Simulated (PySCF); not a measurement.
# C3H8O3S: NMR shifts in gas and solvents, part 2 of 2

PySCF 2.14.0. Atoms count from 0. The steps go on from the part before.

## (6) Nuclear shieldings: B97-2/pcSseg-2

The job: settings as JSON, then the geometry in Å.

```
{"job": {"kind": "nmr", "xc": "B97-2", "basis": "pcSseg-2", "pop": false}, "charge": 0, "multiplicity": 1}
C      0.433407     1.453858    -0.290968
C      0.355070     0.049297     0.278433
C      1.376323    -0.897063    -0.333772
S     -1.265652    -0.651131     0.018654
O     -1.370507    -1.884318     0.740425
O     -1.588365    -0.580018    -1.366809
O     -2.203496     0.404293     0.771190
H      1.425713     1.864038    -0.092210
H      0.277845     1.436513    -1.370620
H     -0.308593     2.115001     0.156610
H      0.462315     0.063930     1.367305
H      1.247219    -0.951508    -1.416128
H      1.291630    -1.901960     0.080367
H      2.379527    -0.519857    -0.126761
H     -2.530597    -0.022072     1.574223
```

Level: GIAO B97-2/pcSseg-2 NMR shielding, non-relativistic, gas phase.

What it wrote:

```text
coarse grid: 13104 points
cycle   1  E = -742.7871356745  dE =  1.593e+00  |g| = 1.248e+00  |ddm| = 2.826e+00
cycle   2  E = -742.2131863544  dE =  5.739e-01  |g| = 2.194e+00  |ddm| = 2.055e+00
cycle   3  E = -743.0441375714  dE = -8.310e-01  |g| = 2.646e-01  |ddm| = 1.498e+00
cycle   4  E = -743.0571679310  dE = -1.303e-02  |g| = 9.204e-02  |ddm| = 2.306e-01
cycle   5  E = -743.0584679052  dE = -1.300e-03  |g| = 3.194e-02  |ddm| = 5.897e-02
cycle   6  E = -743.0586706803  dE = -2.028e-04  |g| = 6.637e-03  |ddm| = 2.574e-02
cycle   7  E = -743.0586780370  dE = -7.357e-06  |g| = 3.133e-03  |ddm| = 5.972e-03
final grid: 121976 points
cycle   8  E = -743.0624551152  dE = -1.368e-04  |g| = 7.664e-03  |ddm| = 5.639e-02
cycle   9  E = -743.0624321921  dE =  2.292e-05  |g| = 1.333e-02  |ddm| = 1.333e-02
cycle  10  E = -743.0624662187  dE = -3.403e-05  |g| = 1.640e-03  |ddm| = 8.682e-03
cycle  11  E = -743.0624666901  dE = -4.714e-07  |g| = 5.400e-04  |ddm| = 1.402e-03
cycle  12  E = -743.0624667465  dE = -5.635e-08  |g| = 1.712e-04  |ddm| = 4.687e-04
cycle  13  E = -743.0624667517  dE = -5.287e-09  |g| = 5.650e-05  |ddm| = 1.413e-04
cycle  14  E = -743.0624667522  dE = -4.666e-10  |g| = 1.716e-05  |ddm| = 3.971e-05
converged SCF energy = -743.0624667522

GIAO shielding tensors (ppm)
atom      isotropic    diamagn.    paramagn.     s11        s22        s33       span
  0 C      166.218     244.935     -78.717    153.906    158.018    186.730     32.824
  1 C      125.910     250.310    -124.400    106.455    112.791    158.485     52.030
  2 C      167.564     245.112     -77.548    155.915    159.479    187.297     31.382
  3 S      157.904    1048.549    -890.646     20.709    143.934    309.068    288.358
  4 O      117.080     395.273    -278.193     67.972    112.256    171.013    103.041
  5 O      128.928     395.654    -266.726     96.799    130.608    159.376     62.577
  6 O      140.900     390.054    -249.154     55.517     82.987    284.196    228.679
  7 H       30.599      30.456       0.143     26.261     28.365     37.172     10.911
  8 H       30.221      31.416      -1.194     26.968     28.792     34.904      7.936
  9 H       29.887      30.745      -0.858     25.056     28.843     35.762     10.706
 10 H       28.717      33.701      -4.984     26.835     27.226     32.090      5.255
 11 H       30.346      31.240      -0.894     26.871     28.930     35.236      8.364
 12 H       29.852      30.562      -0.710     24.967     28.648     35.942     10.975
 13 H       30.629      30.271       0.358     26.391     28.330     37.166     10.776
 14 H       27.009      30.539      -3.530     21.722     22.878     36.426     14.704
```

It took 75 s on 1 thread of Arm Neoverse V1, shared host; peak memory 1.7 GiB.

This run: δ C1 59.5, C0 18.5, S3 359, O4 204.7, H14 4.63, H10 2.92 ppm (means over like atoms).

## (7) Shielding tensors: WP04/pcSseg-2 in chloroform

Same as in step 6 but for these lines:

```diff
@@ -1,2 +1,2 @@
-{"job": {"kind": "nmr", "xc": "B97-2", "basis": "pcSseg-2", "pop": false}, "charge": 0, "multiplicity": 1}
+{"job": {"kind": "nmr", "xc": "WP04", "basis": "pcSseg-2", "pop": false, "solvent": "chloroform"}, "charge": 0, "multiplicity": 1}
 C      0.433407     1.453858    -0.290968
```

Method: GIAO WP04/pcSseg-2 NMR shielding, non-relativistic, IEF-PCM chloroform.

What it wrote:

```text
coarse grid: 13104 points
cycle   1  E = -753.9428906738  dE =  1.598e+00  |g| = 1.708e+00  |ddm| = 2.793e+00
cycle   2  E = -752.7856916739  dE =  1.157e+00  |g| = 3.043e+00  |ddm| = 2.494e+00
cycle   3  E = -754.3935567215  dE = -1.608e+00  |g| = 4.185e-01  |ddm| = 1.926e+00
cycle   4  E = -754.4246113314  dE = -3.105e-02  |g| = 1.726e-01  |ddm| = 3.625e-01
cycle   5  E = -754.4293552346  dE = -4.744e-03  |g| = 6.358e-02  |ddm| = 1.028e-01
cycle   6  E = -754.4300853388  dE = -7.301e-04  |g| = 1.155e-02  |ddm| = 4.296e-02
cycle   7  E = -754.4301089447  dE = -2.361e-05  |g| = 4.144e-03  |ddm| = 8.746e-03
cycle   8  E = -754.4301121465  dE = -3.202e-06  |g| = 1.439e-03  |ddm| = 3.163e-03
final grid: 121976 points
cycle   9  E = -754.4295804223  dE = -1.907e-04  |g| = 9.953e-03  |ddm| = 7.036e-02
cycle  10  E = -754.4295541870  dE =  2.624e-05  |g| = 1.478e-02  |ddm| = 1.557e-02
cycle  11  E = -754.4296017072  dE = -4.752e-05  |g| = 2.661e-03  |ddm| = 9.838e-03
cycle  12  E = -754.4296028596  dE = -1.152e-06  |g| = 7.519e-04  |ddm| = 1.725e-03
cycle  13  E = -754.4296029532  dE = -9.354e-08  |g| = 3.252e-04  |ddm| = 5.702e-04
cycle  14  E = -754.4296029719  dE = -1.870e-08  |g| = 7.197e-05  |ddm| = 1.969e-04
cycle  15  E = -754.4296029727  dE = -8.183e-10  |g| = 2.353e-05  |ddm| = 4.834e-05
converged SCF energy = -754.4296029727

GIAO shielding tensors (ppm)
atom      isotropic    diamagn.    paramagn.     s11        s22        s33       span
  0 C      154.655     244.533     -89.878    142.553    146.476    174.935     32.383
  1 C      108.738     248.535    -139.797     84.318     95.354    146.543     62.225
  2 C      155.802     244.679     -88.878    144.398    147.706    175.301     30.903
  3 S      118.688    1051.129    -932.442    -11.548    111.418    256.194    267.742
  4 O      116.446     398.168    -281.721     64.366    112.889    172.084    107.719
  5 O      127.400     398.372    -270.973     88.048    135.822    158.329     70.282
  6 O      133.519     391.693    -258.174     42.138     74.776    283.642    241.504
  7 H       30.584      30.640      -0.056     26.430     28.443     36.880     10.450
  8 H       30.433      31.954      -1.521     27.314     29.136     34.849      7.535
  9 H       30.103      31.157      -1.054     25.558     29.177     35.574     10.016
 10 H       28.573      33.119      -4.546     26.808     27.346     31.564      4.756
 11 H       30.511      31.729      -1.218     27.215     29.206     35.112      7.897
 12 H       30.145      30.994      -0.849     25.571     29.074     35.790     10.219
 13 H       30.593      30.436       0.157     26.523     28.400     36.856     10.333
 14 H       26.263      29.525      -3.262     20.898     22.179     35.712     14.814
```

Run time: 75 s. Hardware: 1 thread of Arm Neoverse V1, shared host; peak memory 1.9 GiB.

Key values: δ C1 66.4, C0 19.9, S3 361, O4 201.5, H14 5.61, H10 3.30 ppm (means over like atoms).

## (8) Shielding tensors: wB97X-D/pcSseg-2 in chloroform

Same as in step 7 but for these lines:

```diff
@@ -1,2 +1,2 @@
-{"job": {"kind": "nmr", "xc": "WP04", "basis": "pcSseg-2", "pop": false, "solvent": "chloroform"}, "charge": 0, "multiplicity": 1}
+{"job": {"kind": "nmr", "xc": "wB97X-D", "basis": "pcSseg-2", "pop": false, "solvent": "chloroform"}, "charge": 0, "multiplicity": 1}
 C      0.433407     1.453858    -0.290968
```

Level: GIAO wB97X-D/pcSseg-2 NMR shielding, non-relativistic, IEF-PCM chloroform.

What it wrote:

```text
coarse grid: 13104 points
cycle   1  E = -742.7849186196  dE =  1.832e+00  |g| = 1.274e+00  |ddm| = 2.811e+00
cycle   2  E = -742.6002033624  dE =  1.847e-01  |g| = 1.707e+00  |ddm| = 1.490e+00
cycle   3  E = -743.0614360713  dE = -4.612e-01  |g| = 1.081e-01  |ddm| = 8.770e-01
cycle   4  E = -743.0630671037  dE = -1.631e-03  |g| = 5.838e-02  |ddm| = 8.610e-02
cycle   5  E = -743.0636110760  dE = -5.440e-04  |g| = 1.317e-02  |ddm| = 3.259e-02
cycle   6  E = -743.0636421969  dE = -3.112e-05  |g| = 3.362e-03  |ddm| = 1.157e-02
cycle   7  E = -743.0636447494  dE = -2.553e-06  |g| = 6.808e-04  |ddm| = 2.789e-03
final grid: 121976 points
cycle   8  E = -743.0585703080  dE = -2.452e-04  |g| = 6.597e-03  |ddm| = 5.330e-02
cycle   9  E = -743.0585748522  dE = -4.544e-06  |g| = 5.048e-03  |ddm| = 9.865e-03
cycle  10  E = -743.0585805587  dE = -5.706e-06  |g| = 8.738e-04  |ddm| = 3.833e-03
cycle  11  E = -743.0585806603  dE = -1.016e-07  |g| = 5.944e-04  |ddm| = 8.982e-04
cycle  12  E = -743.0585807181  dE = -5.777e-08  |g| = 9.164e-05  |ddm| = 3.790e-04
cycle  13  E = -743.0585807199  dE = -1.833e-09  |g| = 2.629e-05  |ddm| = 1.182e-04
cycle  14  E = -743.0585807201  dE = -2.012e-10  |g| = 8.366e-06  |ddm| = 4.794e-05
converged SCF energy = -743.0585807201

GIAO shielding tensors (ppm)
atom      isotropic    diamagn.    paramagn.     s11        s22        s33       span
  0 C      167.677     244.025     -76.348    155.314    159.285    188.431     33.117
  1 C      125.372     249.808    -124.436    103.652    111.036    161.429     57.777
  2 C      169.242     244.216     -74.974    157.554    161.158    189.013     31.459
  3 S      141.235    1047.234    -905.999     13.522    136.839    273.343    259.822
  4 O      125.439     395.870    -270.431     76.187    119.132    180.997    104.810
  5 O      137.195     396.167    -258.972    102.216    140.713    168.656     66.440
  6 O      141.900     389.934    -248.034     52.361     86.236    287.103    234.742
  7 H       30.364      30.134       0.231     25.874     28.052     37.167     11.293
  8 H       30.270      31.251      -0.981     26.909     28.808     35.092      8.183
  9 H       29.885      30.579      -0.694     24.960     28.766     35.929     10.969
 10 H       28.460      33.052      -4.592     26.520     26.841     32.019      5.499
 11 H       30.356      31.064      -0.708     26.787     28.895     35.387      8.601
 12 H       29.933      30.530      -0.597     24.955     28.670     36.174     11.220
 13 H       30.382      29.969       0.412     25.968     28.019     37.157     11.189
 14 H       26.194      29.724      -3.530     20.726     21.818     36.038     15.312
```

Run time: 96 s. Hardware: 1 thread of Arm Neoverse V1, shared host; peak memory 2 GiB.

In short: δ C1 61.7, C0 18.6, S3 369, O4 203.8, H14 5.42, H10 3.15 ppm (means over like atoms).

## (9) Side by side: NMR shifts

Shifts (ppm) of some atoms, chosen among heavy atoms and hydrogens apart, means over like atoms, with basis size and wall time:

| run | C1 | C0 | H14 | H10 | S3 | O4 | O6 | functions | time |
| --- | --- | --- | --- | --- | --- | --- | --- | --- | --- |
| PBE0/pcSseg-2 | 59.7 | 18.2 | 4.63 | 2.91 | 360 | 209.3 | 190.7 | 371 | 80 s |
| KT3/pcSseg-2 | 60.0 | 19.1 | 4.54 | 3.10 | 341 | 209.7 | 190.9 | 371 | 1.7 min |
| wB97X-D/pcSseg-2 | 60.2 | 18.4 | 4.65 | 2.82 | 364 | 205.9 | 188.2 | 371 | 1.8 min |
| B97-2/pcSseg-2 | 59.5 | 18.5 | 4.63 | 2.92 | 359 | 204.7 | 186.8 | 371 | 75 s |
| WP04/pcSseg-2 in chloroform | 66.4 | 19.9 | 5.61 | 3.30 | 361 | 201.5 | 189.9 | 371 | 75 s |
| wB97X-D/pcSseg-2 in chloroform | 61.7 | 18.6 | 5.42 | 3.15 | 369 | 203.8 | 193.2 | 371 | 96 s |
| measured | 52.9 | 16.8 | – | – | – | – | – | – | – |

Measured: solution, not stated per compound (mostly CDCl3 or CCl4); Pretsch, Buehlmann, Badertscher, Structure Determination of Organic Compounds, 4th ed. (2009).

## (10) Outcome

This closing draws on all 2 parts.

| quantity | value |
| --- | --- |
| point group | C1 |
| rotational constants (main isotopes) | 3.18, 2.08, 1.74 GHz |
| 13C shifts against TMS (PBE0/pcSseg-2, means over atoms taken as alike) | 59.7, 18.2 ppm |
| 1H shifts against TMS (PBE0/pcSseg-2, means over atoms taken as alike) | 4.63, 2.91, 1.37 ppm |
| 33S shifts against CS2 (PBE0/pcSseg-2) | 360 ppm |
| 17O shifts against H2O (PBE0/pcSseg-2, means over atoms taken as alike) | 209.3, 190.7 ppm |
| measured, and computed on the same scale | C1 δ 52.9, 59.7; C0 δ 16.8, 18.2 ppm |
| range of the shift of S3 (wB97X-D/pcSseg-2 runs) | 364 to 369 ppm |

**Reading.** Over 8 steps the energy fell by 0.186 eV; of the close pairs, S3–O6 changed most, 1.641 to 1.600 Å. At PBE0/pcSseg-2: Shielding is most anisotropic at S3 (span 288 ppm, paramagnetic term -895 ppm). 2 measured 13C shifts can be compared: mean absolute error 4.1 ppm, mean signed error +4.1 ppm. Vibration, temperature and solvent are missing from the calculation, and it holds one conformer, so part of the miss against the measured shifts is not the functional's. At one level, wB97X-D/pcSseg-2: Across the 2 runs the shift of S3 moves most, between 364 (wB97X-D/pcSseg-2) and 369 ppm (wB97X-D/pcSseg-2 in chloroform).
